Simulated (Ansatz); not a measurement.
**HfGa2Te3: one candidate of a structure search**

The task: take a trial cell of HfGa2Te3 to zero force and stress.

Computed with Ansatz 0.2.0 (DFT PBE, scalar-relativistic, plane waves, PAW, unless a step's input says otherwise).

## (1) The structure to begin with

Symmetry: P6/mmm, No. 191, hexagonal system. The conventional cell has a = 6.743 Å, b = 6.743 Å, c = 3.907 Å, α = 90.00°, β = 90.00°, γ = 120.00°. Hf (site symmetry 6/mmm) is surrounded by 6 Ga at 3.89 Å and 12 Te at 3.90 Å and 2 Hf at 3.91 Å. Around Ga (site symmetry -6m2) lie 6 Te at 2.76 Å. Around Te (site symmetry mmm) lie 4 Ga at 2.76 Å and 4 Te at 3.37 Å and 4 Hf at 3.90 Å.

Coordinates:

```
Hf Ga Te
1.0
     6.74282    0.00000    0.00000
    -3.37141    5.83946    0.00000
     0.00000    0.00000    3.90699
Hf Ga Te
1 2 3
Direct
  0.00000 0.00000 0.50000
  0.66667 0.33333 0.50000
  0.33333 0.66667 0.50000
  0.00000 0.50000 0.00000
  0.50000 0.50000 0.00000
  0.50000 0.00000 0.00000
```

Recipe of the guess: species swapped into a database cell of TbB2Ir3 (P6/mmm, No. 191), with Hf on the Tb sites, Ga on the B sites and Te on the Ir sites. Lengths come from tabulated atomic sizes and are only a guess.

## (2) Probe: one point on a coarse mesh

input.yaml reads:

```yaml
crystal:
  lattice:
    - [6.74282449, 0.0, 0.0]
    - [-3.37141224, 5.8394573, 0.0]
    - [0.0, 0.0, 3.90698578]
  atoms:
    - { symbol: Hf, position: [0.0, 0.0, 0.5] }
    - { symbol: Ga, position: [0.66666667, 0.33333333, 0.5] }
    - { symbol: Ga, position: [0.33333333, 0.66666667, 0.5] }
    - { symbol: Te, position: [0.0, 0.5, 0.0] }
    - { symbol: Te, position: [0.5, 0.5, 0.0] }
    - { symbol: Te, position: [0.5, 0.0, 0.0] }
basis:
  ecutwfc: 420
kpoints:
  mp_grid: { grid: [3, 3, 4] }
hamiltonian:
  xc: pbe
scf:
  occupations: { method: gaussian, width: 0.1 }
  lower_state_search: "off"
output:
  forces: true
  stress: true
  eigenvalues: true
```

Run with:

```bash
ansatz run input.yaml --threads 1 --pin off --max-ram 2560MiB --backend cpu --events-out ev --progress --plain --runs-dir out
```

Output (excerpt; [...] marks lines left out):

```text
[...]
SCF converged after 9 iterations
Free energy (F): -44223.147403 eV
[...]
E sigma→0 (E₀):  -44223.121207 eV
Entropy (-TS):   -0.052393 eV (-8.732 meV/atom)
Fermi energy:    11.778975 eV
[...]
--- Forces (eV/Å), atoms counted from 1 ---
  atom   1  Hf     0.00000000    -0.00000000     0.00000000
  atom   2  Ga    -0.00000000    -0.00000000     0.00000000
  atom   3  Ga     0.00000000     0.00000000     0.00000000
  atom   4  Te    -0.00000000     0.00000000     0.00000000
  atom   5  Te     0.00000000     0.00000000     0.00000000
  atom   6  Te    -0.00000000    -0.00000000     0.00000000
[...]
--- Stress (GPa, compression-positive) ---
        3.816288       0.000000       0.000000
        0.000000       3.816288       0.000000
        0.000000       0.000000       7.234667
  P = ⅓ Tr σ = 4.9557 GPa (49.557 kbar)
--- Band table (eV; the first three rows and the last of 9) ---
[...]
```

It took 11 s on 1 thread of Intel Xeon at 2.50GHz (Skylake/Cascade Lake), shared host; peak memory 0.48 GiB.

Read-out: pressure 5.0 GPa, largest force 0.00 eV/Å, gap on this mesh none (metal). A cheap, loose relaxation comes first.

## (3) Coarse relaxation

Changes to input.yaml since step 2:

```diff
@@ -25 +25,6 @@
   eigenvalues: true
+relax:
+  adjacent_minimum: "off"
+  f_tol: 0.04
+  max_steps: 70
+  cell: { stress_tol: 0.4 }
```

Run with:

```bash
ansatz run input.yaml --threads 1 --pin off --max-ram 2560MiB --backend cpu --events-out ev --progress --plain --runs-dir out
```

Output (excerpt; [...] marks lines left out):

```text
Warning: RAYON_NUM_THREADS=1 ignored (pool sized by the plan → 1); use --threads N
[...]
Pseudopotentials: kind: paw
Pseudopotential: Hf, paw, valence charge 26, recommended cutoff 420 eV (normal), Hf.paw.azcp
Pseudopotential: Ga, paw, valence charge 13, recommended cutoff 420 eV (normal), Ga.paw.azcp
Pseudopotential: Te, paw, valence charge 16, recommended cutoff 420 eV (normal), Te.paw.azcp
Functional definition: PBE
[...]
Crystal: 6 atoms, lattice volume = 153.835 Å³
Basis set: ecut = 420 eV, 3025 PW (Γ), exchange–correlation on 96×96×54 points (8 copies of the dense FFT grid, shifted against one another)
Bands: 60, of which v1, the nominal top of the filled ones, is band 50 counted from 1 (49 counted from 0)
Symmetry: 24 space group operations
Space group: P6/mmm (ITA 191), of the structure as read, at distance tolerance 5.4e-5 Å
k-points: 9 of 36
[...]
       -0.000000      -0.387968       0.000000
        0.000000       0.000000       0.057609
  P = ⅓ Tr σ = -0.2394 GPa (-2.394 kbar)
--- Band table (eV; the first three rows and the last of 9) ---
[...]
--- Relaxed structure (2 steps of the walk, 2 accepted, 1 SCFs on fresh bases) ---
  F+E_penalty+E_count = -44223.36390865 eV   max|allowed force component| = 1.349e-17 eV/Å   (the final SCF, on the basis selected at the relaxed cell)
  cell:  # Å, volume = 167.7637 Å³
    - [6.874637820888155, -2.943183561927909e-9, 0.0]
    - [-3.437318907895205, 5.953610996178029, 0.0]
    - [0.0, 0.0, 4.098904580746901]
  atoms:
    - { symbol: Hf, position: [-1.49431836518134e-35, 2.5652135709500877e-35, 0.5000000000000001] }
    - { symbol: Ga, position: [0.6666666666666665, 0.33333333333333326, 0.5000000000000001] }
    - { symbol: Ga, position: [0.33333333333333326, 0.6666666666666666, 0.5000000000000001] }
    - { symbol: Te, position: [-5.551115123125783e-17, 0.49999999999999994, 0.0] }
    - { symbol: Te, position: [0.5, 0.5, 0.0] }
    - { symbol: Te, position: [0.5000000000000001, -5.169878828456423e-26, 0.0] }
```

It took 35 s on 1 thread of Intel Xeon at 2.50GHz (Skylake/Cascade Lake), shared host; peak memory 0.52 GiB.

Relaxation path:

```
step  energy from step 1 (eV/cell)  largest force component (eV/Å)  pressure (GPa)  volume (Å³)
   1                        0.0000                          0.0000            4.96       153.84
   2                       -0.2138                          0.0000           -0.23       167.76
   3                       -0.2165                          0.0000           -0.24       167.76
```

Step 1 is the start. Step 3 repeats the geometry before it on a plane-wave basis chosen anew for that cell, so its energy need not be comparable with the rows above.

|  | before | after | change |
| --- | --- | --- | --- |
| a (Å) | 6.743 | 6.875 | +2.0 % |
| b (Å) | 6.743 | 6.875 | +2.0 % |
| c (Å) | 3.907 | 4.099 | +4.9 % |
| volume (Å³/atom) | 25.64 | 27.96 | +9.1 % |
| shortest distance (Å) | 2.758 | 2.853 | +3.4 % |
| space group (0.01 Å) | P6/mmm | P6/mmm | same |

Forces and stress were held to the start's 24 operations: a distortion of lower symmetry was not tested.

## (4) Relaxation on the finer mesh

The end of the coarse run is made exact in the group found at a tolerance of 0.06 Å and reduced to its primitive cell.

input.yaml reads:

```yaml
crystal:
  lattice:
    - [6.8746378209, 0.0, 0.0]
    - [-3.4373189104, 5.9536109947, 0.0]
    - [0.0, 0.0, 4.0989045807]
  atoms:
    - { symbol: Hf, position: [0.0, 0.0, 0.5] }
    - { symbol: Ga, position: [0.6666666667, 0.3333333333, 0.5] }
    - { symbol: Ga, position: [0.3333333333, 0.6666666667, 0.5] }
    - { symbol: Te, position: [0.0, 0.5, 0.0] }
    - { symbol: Te, position: [0.5, 0.5, 0.0] }
    - { symbol: Te, position: [0.5, 0.0, 0.0] }
basis:
  ecutwfc: 420
kpoints:
  mp_grid: { grid: [6, 6, 10] }
hamiltonian:
  xc: pbe
scf:
  occupations: { method: gaussian, width: 0.1 }
output:
  forces: true
  stress: true
  eigenvalues: true
  write_density: true
  write_potential: true
  elf: true
  volumetric_format: npy
relax:
  adjacent_minimum: "off"
  f_tol: 0.01
  max_steps: 80
  cell: { stress_tol: 0.05 }
```

Run with:

```bash
ansatz run input.yaml --threads 1 --pin off --max-ram 2560MiB --backend cpu --events-out ev --progress --plain --runs-dir out
```

Output:

```text
Warning: RAYON_NUM_THREADS=1 ignored (pool sized by the plan → 1); use --threads N
Engine: ansatz 0.2.0, x86_64-unknown-linux-gnu
[... 5 set-up lines as earlier in the session ...]
  parameter kappa = 0.804
  parameter beta = 0.06672455060314922
  exchange = pbe_x(kappa = kappa, mu = beta*pi^2/3)
  correlation = pbe_c(beta = beta)
Crystal: 6 atoms, lattice volume = 167.764 Å³
Basis set: ecut = 420 eV, 3253 PW (Γ), exchange–correlation on 96×96×60 points (8 copies of the dense FFT grid, shifted against one another)
Bands: 60, of which v1, the nominal top of the filled ones, is band 50 counted from 1 (49 counted from 0)
[... 1 set-up line as earlier in the session ...]
Space group: P6/mmm (ITA 191), of the structure as read, at distance tolerance 5.5e-5 Å
k-points: 42 of 360
Non-local potential: Hf, projectors of the file, l = 0: 3, l = 1: 2, l = 2: 2, l = 3: 3
Non-local potential: Ga, projectors of the file, l = 0: 2, l = 1: 2, l = 2: 3, l = 3: 1
Non-local potential: Te, projectors of the file, l = 0: 2, l = 1: 2, l = 2: 2, l = 3: 2
PAW form: soft (Blöchl's): semilocal exchange-correlation on the pseudo side does not see the compensation charge
PAW one-centre angular grid: Hf, 590 points (default); XC on 64 Gauss nodes
PAW one-centre angular grid: Ga, 590 points (default); XC on 64 Gauss nodes
PAW one-centre angular grid: Te, 590 points (default); XC on 64 Gauss nodes
Initial density: superposition of atomic densities (neutral atoms: chi_scale 0, normalization atom), corrected by the library's trained network
Initial wavefunctions: pseudopotential atomic-orbital guess
Functional: x = pbe(κ = 0.804, μ = 0.2195149727645171), c = pbe(β = 0.06672455060314922)
SCF iter   1: F=—  HF=-44223.195214 eV  |F-HF|=—  |Δ(HF+E_count)|=         —  Δρ=6.63e-3  dr2=2.93e-1  ethr=1.77e-3  ⟨swp⟩=7.1  Hψ=9013  notcnv=0
preconditioner: auto → Kerker (q_TF=auto, 2.503 Å⁻¹)  [metal: Δε(μ)=0.002 eV  Ē_g=11.995 eV  σ=0.100 eV  W_gap=0.01  n_scr=44 (ndim 8)  ℏωp=22.6 eV  f_vac=0.000  D(μ)=7.17/eV (n_scr^D=56)]
SCF iter   2: F=—  HF=-44223.178534 eV  |F-HF|=—  |Δ(HF+E_count)|=   1.67e-2  Δρ=3.68e-3  dr2=8.26e-2  ethr=2.93e-4  ⟨swp⟩=1.2  Hψ=2908  notcnv=0  defer=1
SCF iter   3: F=—  HF=-44223.173837 eV  |F-HF|=—  |Δ(HF+E_count)|=   4.70e-3  Δρ=5.71e-4  dr2=1.01e-3  ethr=8.26e-5  ⟨swp⟩=1.5  Hψ=2445  notcnv=0  defer=1
SCF iter   4: F=—  HF=-44223.173530 eV  |F-HF|=—  |Δ(HF+E_count)|=   3.07e-4  Δρ=4.67e-4  dr2=7.91e-4  ethr=1.01e-6  ⟨swp⟩=2.0  Hψ=4530  notcnv=0  defer=1
SCF iter   5: F=—  HF=-44223.173632 eV  |F-HF|=—  |Δ(HF+E_count)|=   1.02e-4  Δρ=2.22e-4  dr2=2.06e-4  ethr=7.91e-7  ⟨swp⟩=2.0  Hψ=3276  notcnv=0  defer=1
SCF iter   6: F=—  HF=-44223.173623 eV  |F-HF|=—  |Δ(HF+E_count)|=   8.74e-6  Δρ=7.35e-5  dr2=2.11e-5  ethr=2.06e-7  ⟨swp⟩=1.6  Hψ=2447  notcnv=0  defer=1
SCF iter   7: F=—  HF=-44223.173609 eV  |F-HF|=—  |Δ(HF+E_count)|=   1.41e-5  Δρ=2.03e-5  dr2=1.21e-6  ethr=2.11e-8  ⟨swp⟩=2.0  Hψ=3698  notcnv=0  defer=1
SCF iter   8: F=—  HF=-44223.173609 eV  |F-HF|=—  |Δ(HF+E_count)|=   2.02e-7  Δρ=8.83e-6  dr2=1.48e-7  ethr=1.21e-9  ⟨swp⟩=2.0  Hψ=4478  notcnv=0  defer=1
SCF iter   9: F=—  HF=-44223.173609 eV  |F-HF|=—  |Δ(HF+E_count)|=   5.79e-9  Δρ=5.31e-6  dr2=4.22e-8  ethr=1.00e-10  ⟨swp⟩=13.3  Hψ=17548  notcnv=0
SCF iter  10: F=-44223.173609 eV  HF=-44223.173609 eV  |F-HF|=7.28e-10  |Δ(HF+E_count)|=   3.32e-8  Δρ=1.86e-6  dr2=5.09e-9  ethr=4.22e-11  ⟨swp⟩=8.0  Hψ=15216  notcnv=0
SCF 1 converged in 10 iterations: F = -44223.173609 eV  dr2 = 5.09e-9
relax step   1: F+E_penalty+E_count = -44223.17360893 eV  Δ(F+E_penalty+E_count) = +0.000e0 eV  max|allowed force component| = 1.850e-17 eV/Å  Δτ_max = 0.0000 Å  P = +0.538 GPa  Ω = 167.764 Å³  (10 SCF iters, dr2 threshold 1.00e-7 eV, accepted)
[... from here on, the SCF cycles and remarks between the steps are left out ...]
relax step   2: F+E_penalty+E_count = -44223.55519543 eV  Δ(F+E_penalty+E_count) = -3.816e-1 eV  max|allowed force component| = 2.544e-17 eV/Å  Δτ_max = 0.0000 Å  P = +0.161 GPa  Ω = 170.575 Å³  energy of the carried Pulay correction = -5.380e-4 eV  (8 SCF iters, dr2 threshold 6.00e-7 eV, accepted)
relax step   3: F+E_penalty+E_count = -44223.76279372 eV  Δ(F+E_penalty+E_count) = -2.076e-1 eV  max|allowed force component| = 1.156e-18 eV/Å  Δτ_max = 0.0000 Å  P = +0.632 GPa  Ω = 171.386 Å³  energy of the carried Pulay correction = -6.718e-4 eV  (8 SCF iters, dr2 threshold 6.00e-7 eV, accepted)
relax step   4: F+E_penalty+E_count = -44223.78642424 eV  Δ(F+E_penalty+E_count) = -2.363e-2 eV  max|allowed force component| = 5.108e-18 eV/Å  Δτ_max = 0.0000 Å  P = +0.204 GPa  Ω = 174.407 Å³  energy of the carried Pulay correction = -1.257e-3 eV  (8 SCF iters, dr2 threshold 6.00e-7 eV, accepted)
relax step   5: F+E_penalty+E_count = -44223.78674840 eV  Δ(F+E_penalty+E_count) = -3.242e-4 eV  max|allowed force component| = 3.951e-18 eV/Å  Δτ_max = 0.0000 Å  P = -0.066 GPa  Ω = 175.396 Å³  energy of the carried Pulay correction = -1.451e-3 eV  (7 SCF iters, dr2 threshold 2.92e-7 eV, accepted)
relax step   6: F+E_penalty+E_count = -44223.78688518 eV  Δ(F+E_penalty+E_count) = -1.368e-4 eV  max|allowed force component| = 1.446e-18 eV/Å  Δτ_max = 0.0000 Å  P = -0.002 GPa  Ω = 175.183 Å³  energy of the carried Pulay correction = -1.409e-3 eV  (6 SCF iters, dr2 threshold 4.93e-8 eV, accepted)
relax step   7: F+E_penalty+E_count = -44223.78969781 eV  Δ(F+E_penalty+E_count) = -2.813e-3 eV  max|allowed force component| = 1.060e-18 eV/Å  Δτ_max = 0.0000 Å  P = +0.023 GPa  Ω = 175.183 Å³  stress off target by 4.08e-2 GPa  SCF on the basis re-selected at this cell (its energy is not comparable with the rows above)  (9 SCF iters)
basis re-selected at this cell: Δ(F+E_penalty+E_count) = -2.813e-3 eV, ΔP = +0.024 GPa vs the last step (what re-selecting the basis moved, of the pressure what is left beyond the Pulay correction that the steps carried, after the strain that the cell walked since its last selection, with what the two solves' SCF thresholds leave and, on support functions, any second-order correction that the steps lacked; it is no measure of the basis error at this ecutwfc). The dense FFT grid was sized anew with the basis: this SCF ran on 50×50×25 points, the steps before it on 48×48×30, so part of this shift can come from that change (see relax.cell in the input reference). This SCF's stress stands 4.08e-2 GPa from its target on what of the cell is left free (relax.cell.stress_tol is 5.00e-2 GPa) and its largest allowed force component is 1.06e-18 eV/Å (relax.f_tol is 1.00e-2 eV/Å): within both
SCF converged after 9 iterations
Free energy (F): -44223.789698 eV
Harris-Foulkes:  -44223.789698 eV  (|F-HF|=0.00e0)
Internal energy: -44223.755348 eV  (E = F + TS)
E sigma→0 (E₀):  -44223.772523 eV
Entropy (-TS):   -0.034350 eV (-5.725 meV/atom)
Fermi energy:    9.775295 eV
--- Per-component energies (eV) ---
  E_band       = -1099.105399
  E_kinetic    = 1186.825019
  E_local      = -14220.728887  (includes V_loc(G=0)·N_el)
  E_nonlocal   = -1329.028488
  E_hartree    = 7241.319680
  E_xc         = -807.017314
  E_vxc        = -688.622727  (∫ρ·V_xc dr)
  E_paw        = -24886.760419  (= ΣΔE_a)
  E_vpaw       = -530.188980  (= ΣTr[D̂ρ^β])
  E_aug_tail   = -0.000718  (compensation charges beyond the density's cutoff)
  E_ewald      = -11408.364221
  E_smearing   = -0.034350  (= −TS)
  E_closure    = 0.000000  (closes the sum)
  Σ components = -44223.789698   (vs F -44223.789698, Δ=0.00e0)
--- Forces (eV/Å), atoms counted from 1 ---
  atom   1  Hf     0.00000000    -0.00000000     0.00000000
  atom   2  Ga    -0.00000000     0.00000000    -0.00000000
  atom   3  Ga     0.00000000    -0.00000000     0.00000000
  atom   4  Te     0.00000000    -0.00000000     0.00000000
  atom   5  Te     0.00000000     0.00000000    -0.00000000
  atom   6  Te    -0.00000000    -0.00000000    -0.00000000
  max |Σ_I F_I| component: 5.78e-19 eV/Å
--- Stress (GPa, compression-positive) ---
        0.040790       0.000000       0.000000
       -0.000000       0.040790       0.000000
        0.000000       0.000000      -0.013523
  P = ⅓ Tr σ = 0.0227 GPa (0.227 kbar)
--- Band table (eV; the first three rows and the last of 42) ---
  k-point 0: bands = ["-54.6997", "-27.2669", "-27.2613", "-27.2597", "-27.2597", "-27.2583", "-27.2583", "-27.2111", "-27.2111", "-27.2099", "-27.2099", "-27.2088", "-27.2018", "-27.2005", "-27.1971", "-27.1971", "-23.3161", "-23.3161", "-22.9122", "-5.2847", "-5.2847", "-5.2800", "-5.2749", "-5.2658", "-5.2658", "-5.2548", "-5.2548", "-5.2506", "-5.2506", "-4.7706", "-4.7705", "-4.6780", "-4.6780", "-4.6111", "-4.6111", "-4.5757", "-3.3738", "-1.6153", "-1.6153", "1.2305", "5.1720", "5.1720", "6.5590", "7.5806", "8.0384", "8.4670", "8.4670", "9.0871", "9.5177", "9.8006", "9.8006", "10.0416", "10.0416", "11.1272", "11.1272", "12.5985", "12.7336", "12.7336", "12.7614", "13.9084"]
[... 3 lines left out ...]
--- Relaxed structure (6 steps of the walk, 6 accepted, 1 SCFs on fresh bases) ---
  F+E_penalty+E_count = -44223.78969781 eV   max|allowed force component| = 1.060e-18 eV/Å   (the final SCF, on the basis selected at the relaxed cell)
  cell:  # Å, volume = 175.1829 Å³
    - [7.445210526812266, -3.1263496993133477e-11, 0.0]
    - [-3.7226052633790583, 6.447741452758377, 0.0]
    - [0.0, 0.0, 3.6492797882957126]
  atoms:
    - { symbol: Hf, position: [-2.127407979117073e-35, 2.1488736976088528e-35, 0.5] }
    - { symbol: Ga, position: [0.6666666666666669, 0.3333333333333333, 0.5] }
    - { symbol: Ga, position: [0.33333333333333337, 0.6666666666666669, 0.5] }
    - { symbol: Te, position: [5.551115123125783e-17, 0.49999999999999994, 0.0] }
    - { symbol: Te, position: [0.5, 0.5, 0.0] }
    - { symbol: Te, position: [0.49999999999999994, 0.0, 0.0] }
```

Run time: 7.5 min. Hardware: 1 thread of Intel Xeon at 2.50GHz (Skylake/Cascade Lake), shared host; peak memory 0.69 GiB.

The steps of the relaxation:

| step | E - E(step 1) (eV/cell) | largest force component (eV/Å) | pressure (GPa) | volume (Å³) |
| --- | --- | --- | --- | --- |
| 1 | 0.0000 | 0.0000 | 0.54 | 167.76 |
| 2 | -0.3816 | 0.0000 | 0.16 | 170.57 |
| 3 | -0.5892 | 0.0000 | 0.63 | 171.39 |
| 4 | -0.6128 | 0.0000 | 0.20 | 174.41 |
| 5 | -0.6131 | 0.0000 | -0.07 | 175.40 |
| 6 | -0.6133 | 0.0000 | 0.00 | 175.18 |
| 7 | -0.6161 | 0.0000 | 0.02 | 175.18 |

Step 1 is the start. Step 7 repeats the geometry before it on a plane-wave basis chosen anew for that cell, so its energy need not be comparable with the rows above.

|  | before | after | change |
| --- | --- | --- | --- |
| a (Å) | 6.875 | 7.445 | +8.3 % |
| b (Å) | 6.875 | 7.445 | +8.3 % |
| c (Å) | 4.099 | 3.649 | -11.0 % |
| volume (Å³/atom) | 27.96 | 29.20 | +4.4 % |
| shortest distance (Å) | 2.853 | 2.819 | -1.2 % |
| space group (0.01 Å) | P6/mmm | P6/mmm | same |

The run keeps the 24 symmetry operations of the start, so it could not have lowered the symmetry.

Density in a lattice plane of the grid's cell (edges 7.45 and 7.45 Å, at 0.500 of the third edge), which holds Hf and Ga.

Values in e/Å³, 12 rows by 12 columns:
```
 6.81  0.44  0.07  0.04  0.06  0.13  0.13  0.07  0.04  0.07  0.43  6.51
 0.19  0.07  0.04  0.06  0.18  0.29  0.17  0.06  0.04  0.07  0.18  0.43
 0.05  0.04  0.06  0.25  2.20  1.73  0.22  0.06  0.04  0.05  0.07  0.07
 0.06  0.06  0.18  2.20 39.29  2.06  0.18  0.07  0.05  0.04  0.04  0.04
 0.09  0.13  0.29  1.73  2.06  0.29  0.13  0.09  0.07  0.06  0.06  0.07
 0.12  0.13  0.17  0.22  0.18  0.13  0.12  0.13  0.18  0.22  0.17  0.13
 0.09  0.07  0.06  0.06  0.07  0.09  0.13  0.29  2.06  1.73  0.29  0.13
 0.06  0.04  0.04  0.04  0.05  0.07  0.18  2.06 39.29  2.20  0.18  0.06
 0.05  0.07  0.07  0.05  0.04  0.06  0.22  1.73  2.20  0.25  0.06  0.04
 0.19  0.43  0.18  0.07  0.04  0.06  0.17  0.29  0.18  0.06  0.04  0.07
 6.81  6.51  0.43  0.07  0.04  0.07  0.13  0.13  0.06  0.04  0.07  0.44
34.22  6.81  0.19  0.05  0.06  0.09  0.12  0.09  0.06  0.05  0.19  6.81
```
Columns run along the first of these edges and rows up along the second, over one cell in 12 and 12 even steps from the bottom left corner. Atoms in the plane (fractional): Hf at (1.00, 0.00), Ga at (0.67, 0.33), Ga at (0.33, 0.67).

ELF in the same plane.

Ten even steps from '0' (0.03) to '9' (0.85):
```
995111100111111001112699
741111001222211001112588
211100012333321001111233
111000222222221001111111
110012221112221001111111
000122200012221000111111
001232101022311000000000
011332100223211000000000
112332222332111112222111
112232223221112232223221
111122221111123322223321
000000000011232200123311
000000000011322010123210
011111100012221000222100
111111110012221112221001
111111110012222222200011
233211110012333321000111
788521110011222210011114
999621110011111100111159
999411110011111001111499
```
Columns run along the first of these edges and rows up along the second, over one cell in 24 and 20 even steps from the bottom left corner. Atoms in the plane (fractional): Hf at (1.00, 0.00), Ga at (0.67, 0.33), Ga at (0.33, 0.67).

Both are smooth fields of the valence electrons: close to the nuclei they are not physical.

Maxima of ELF outside the ion cores: 0.71 beside Te, off the lines to its neighbours, 1.4 Å from Te; 0.66 between the atoms, 1.8 Å from Hf; 0.62 on the Te–Ga line, 1.3 Å from Te.

## (5) Outcome

| quantity | value |
| --- | --- |
| symmetry at the end (tolerance 0.05 Å) | space group P6/mmm (No. 191) |
| conventional cell | a = 7.445 Å, b = 7.445 Å, c = 3.649 Å, α = 90.00°, β = 90.00°, γ = 120.00° |
| volume | 29.20 Å³/atom |
| energy over the elements | +0.58 eV/atom |
| gap on the mesh | none (metal) |

**Reading.** The space group P6/mmm (No. 191) is kept, and the volume per atom grows by 13.9 % from the first guess. The formation energy is positive, so the separate elements lie lower. No finished test with a distortion of lower symmetry is shown, so the end may be a saddle point. The runs treat Hf, Te without spin-orbit coupling.
